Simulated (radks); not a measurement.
**Nuclear size and the levels of Hf³⁷⁺**

Aim: how the total energy, the levels and the density at the nucleus of Hf³⁷⁺ respond when the nuclear radius is scaled.

Program: radks (a radial shooting solver on a logarithmic mesh, Libxc functionals) version 1. Level of theory: Dirac Kohn-Sham, LDA (Slater exchange, Perdew-Wang correlation), spin-unpolarised, spherical densities, finite nucleus; open shells are shared between the two j in proportion to 2j + 1. These are calculated values, not measurements, unless marked.

## (1) The system

| Quantity | Value |
| --- | --- |
| element | hafnium (Z = 72) |
| charge | +37 |
| electrons | 35 |
| configuration | [Ar] 3d10 4s2 4p5 |
| nuclear rms radius | 5.347 fm |

Outer shells as boxes (Hund's rule):

Hf³⁷⁺
```
[Ar] core
3d [↑↓][↑↓][↑↓][↑↓][↑↓]
4s [↑↓]
4p [↑↓][↑↓][↑ ]
```

In the logs a row gives level, spin channel, occupation and eigenvalue; Etot, Ekin, Encl (electron-nucleus), Eh (Hartree) and Exc are energies, all in hartree; err is the last residual, it the number of iterations.

## (2) rms radius 5.347 fm

Input:

```text
Z 72
configuration [Ar] 3d10 4s2 4p5 5s0 4d0
relativity Dirac
functional lda,pw
spin unpolarised
j_filling average
nucleus finite rms 5.347 fm
c 137.035999084
```

Output:

```text
1s1/2   1   2.0000       -2452.45519697
2s1/2   1   2.0000        -468.23292571
2p1/2   1   2.0000        -450.17531512
2p3/2   1   4.0000        -406.37437612
3s1/2   1   2.0000        -150.14818670
3p1/2   1   2.0000        -142.24990083
3p3/2   1   4.0000        -132.58178064
3d3/2   1   4.0000        -119.38028996
3d5/2   1   6.0000        -117.24826639
4s1/2   1   2.0000         -68.81627868
4p1/2   1   1.6667         -65.45959138
4p3/2   1   3.3333         -62.42206006
5s1/2   1   0.0000         -39.30632198
4d3/2   1   0.0000         -56.99384877
4d5/2   1   0.0000         -56.33620451
Etot -14272.676514434324
Ekin 16052.599730646396
Encl -33320.41364561985
Eh 3232.5617523982637
Exc -237.42435185913908
err 3.5484916291668966e-10
it 14
```

4p3/2 is the highest filled level (-1698.6 eV).

Sizes of the orbitals, from the radial functions (bohr):

| level | occupation | energy (eV) | <r> | outermost maximum (interpolated) | 90 % within | nodes |
| --- | --- | --- | --- | --- | --- | --- |
| 3d3/2 | 4 | -3248.5 | 0.1827 | 0.151 | 0.283 | 0 |
| 3d5/2 | 6 | -3190.5 | 0.1869 | 0.154 | 0.289 | 0 |
| 4s1/2 | 2 | -1872.6 | 0.4186 | 0.411 | 0.593 | 3 |
| 4p1/2 | 1.66667 | -1781.2 | 0.4157 | 0.407 | 0.594 | 2 |
| 4p3/2 | 3.33333 | -1698.6 | 0.4360 | 0.429 | 0.622 | 2 |
| 4d3/2 | 0 | -1550.9 | 0.4249 | 0.412 | 0.618 | 1 |
| 4d5/2 | 0 | -1533.0 | 0.4306 | 0.418 | 0.626 | 1 |
| 5s1/2 | 0 | -1069.6 | 0.7156 | 0.737 | 0.993 | 4 |

The radial density on a logarithmic grid:

| r (bohr) | 4πr²ρ (e/bohr) |
| --- | --- |
| 0.000784 | 4.721 |
| 0.00112 | 8.312 |
| 0.00161 | 14.31 |
| 0.00233 | 24.16 |
| 0.00334 | 38.56 |
| 0.00478 | 57.81 |
| 0.00685 | 79.36 |
| 0.00982 | 96.59 |
| 0.0142 | 101.1 |
| 0.0203 | 93.15 |
| 0.0292 | 91.95 |
| 0.0418 | 114.1 |
| 0.0599 | 129.4 |
| 0.0865 | 104.3 |
| 0.124 | 100.0 |
| 0.178 | 111.3 |
| 0.255 | 57.97 |
| 0.365 | 29.66 |
| 0.524 | 16.14 |
| 0.756 | 1.471 |

## (3) rms radius 4.7802 fm

Changes since step 2:

```diff
@@ -6,3 +6,3 @@
 j_filling average
-nucleus finite rms 5.347 fm
+nucleus finite rms 4.7802 fm
 c 137.035999084
```

Output:

```text
1s1/2   1   2.0000       -2452.60030892
2s1/2   1   2.0000        -468.25299917
2p1/2   1   2.0000        -450.17543017
2p3/2   1   4.0000        -406.37347845
3s1/2   1   2.0000        -150.15270278
3p1/2   1   2.0000        -142.24989668
3p3/2   1   4.0000        -132.58151303
3d3/2   1   4.0000        -119.38004360
3d5/2   1   6.0000        -117.24803044
4s1/2   1   2.0000         -68.81770166
4p1/2   1   1.6667         -65.45958708
4p3/2   1   3.3333         -62.42196996
5s1/2   1   0.0000         -39.30693822
4d3/2   1   0.0000         -56.99376935
4d5/2   1   0.0000         -56.33612811
Etot -14273.033844676444
Ekin 16054.67965669575
Encl -33322.870295500776
Eh 3232.5853961538282
Exc -237.42860202524622
err 3.546576905285668e-10
it 14
```

E − E(step 2, rms radius 5.347 fm) = -9.723 eV. The top filled level is 4p3/2, -1698.6 eV.

## (4) rms radius 4.8872 fm

Changes since step 3:

```diff
@@ -6,3 +6,3 @@
 j_filling average
-nucleus finite rms 4.7802 fm
+nucleus finite rms 4.8872 fm
 c 137.035999084
```

Output:

```text
1s1/2   1   2.0000       -2452.57376226
2s1/2   1   2.0000        -468.24932665
2p1/2   1   2.0000        -450.17540928
2p3/2   1   4.0000        -406.37364267
3s1/2   1   2.0000        -150.15187653
3p1/2   1   2.0000        -142.24989747
3p3/2   1   4.0000        -132.58156198
3d3/2   1   4.0000        -119.38008867
3d5/2   1   6.0000        -117.24807360
4s1/2   1   2.0000         -68.81744132
4p1/2   1   1.6667         -65.45958788
4p3/2   1   3.3333         -62.42198644
5s1/2   1   0.0000         -39.30682548
4d3/2   1   0.0000         -56.99378388
4d5/2   1   0.0000         -56.33614209
Etot -14272.968474366244
Ekin 16054.297052022759
Encl -33322.418772573415
Eh 3232.5810704516316
Exc -237.42782426722079
err 3.5477030475111223e-10
it 14
```

E − E(step 2, rms radius 5.347 fm) = -7.945 eV. Highest occupied level: 4p3/2 at -1698.6 eV.

## (5) rms radius 5.7427 fm

Changes since step 4:

```diff
@@ -6,3 +6,3 @@
 j_filling average
-nucleus finite rms 4.8872 fm
+nucleus finite rms 5.7427 fm
 c 137.035999084
```

Output:

```text
1s1/2   1   2.0000       -2452.34745493
2s1/2   1   2.0000        -468.21802416
2p1/2   1   2.0000        -450.17522837
2p3/2   1   4.0000        -406.37504258
3s1/2   1   2.0000        -150.14483426
3p1/2   1   2.0000        -142.24990357
3p3/2   1   4.0000        -132.58197933
3d3/2   1   4.0000        -119.38047287
3d5/2   1   6.0000        -117.24844157
4s1/2   1   2.0000         -68.81522234
4p1/2   1   1.6667         -65.45959446
4p3/2   1   3.3333         -62.42212695
5s1/2   1   0.0000         -39.30586452
4d3/2   1   0.0000         -56.99390774
4d5/2   1   0.0000         -56.33626123
Etot -14272.41121046723
Ekin 16051.072079572183
Encl -33318.60629211509
Eh 3232.5442002514214
Exc -237.42119817574553
err 3.546825454886343e-10
it 14
```

Energy against step 2 (rms radius 5.347 fm): +7.219 eV. 4p3/2 is the highest filled level (-1698.6 eV).

## (6) rms radius 6.1972 fm

Changes since step 5:

```diff
@@ -6,3 +6,3 @@
 j_filling average
-nucleus finite rms 5.7427 fm
+nucleus finite rms 6.1972 fm
 c 137.035999084
```

Output:

```text
1s1/2   1   2.0000       -2452.21737009
2s1/2   1   2.0000        -468.20003508
2p1/2   1   2.0000        -450.17512219
2p3/2   1   4.0000        -406.37584721
3s1/2   1   2.0000        -150.14078728
3p1/2   1   2.0000        -142.24990653
3p3/2   1   4.0000        -132.58221921
3d3/2   1   4.0000        -119.38069370
3d5/2   1   6.0000        -117.24865306
4s1/2   1   2.0000         -68.81394715
4p1/2   1   1.6667         -65.45959806
4p3/2   1   3.3333         -62.42220772
5s1/2   1   0.0000         -39.30531228
4d3/2   1   0.0000         -56.99397894
4d5/2   1   0.0000         -56.33632971
Etot -14272.09089488008
Ekin 16049.244070762023
Encl -33316.440584254626
Eh 3232.523011206695
Exc -237.41739259417278
err 3.5462271200511996e-10
it 14
```

E − E(step 2, rms radius 5.347 fm) = +15.936 eV. Highest occupied level: 4p3/2 at -1698.6 eV.

## (7) What came out

| rms radius (fm) | total energy shift (eV) | density at nucleus (e/bohr³) | 1s1/2 shift (meV) | 2s1/2 shift (meV) | 4s1/2 shift (meV) | 4p1/2 shift (meV) | 5s1/2 shift (meV) |
| --- | --- | --- | --- | --- | --- | --- | --- |
| 4.7802 | -9.72 | 1.251e+06 | -3949 | -546 | -38.7 | 0.117 | -16.8 |
| 4.8872 | -7.94 | 1.242e+06 | -3226 | -446 | -31.6 | 0.0951 | -13.7 |
| 5.347 | 0 | 1.206e+06 | 0 | 0 | 0 | 0 | 0 |
| 5.7427 | 7.22 | 1.178e+06 | 2932 | 405 | 28.7 | -0.0838 | 12.4 |
| 6.1972 | 15.9 | 1.149e+06 | 6472 | 895 | 63.4 | -0.182 | 27.5 |

**Reading.** Shifts are against the first run. Over the range the 1s1/2 level moves by 10.4 eV and the 5s1/2 level by 44.2 meV. A larger nucleus binds the 1s electrons less and lowers the density at its centre. These are shifts of eigenvalues, not the field shifts of spectral lines.
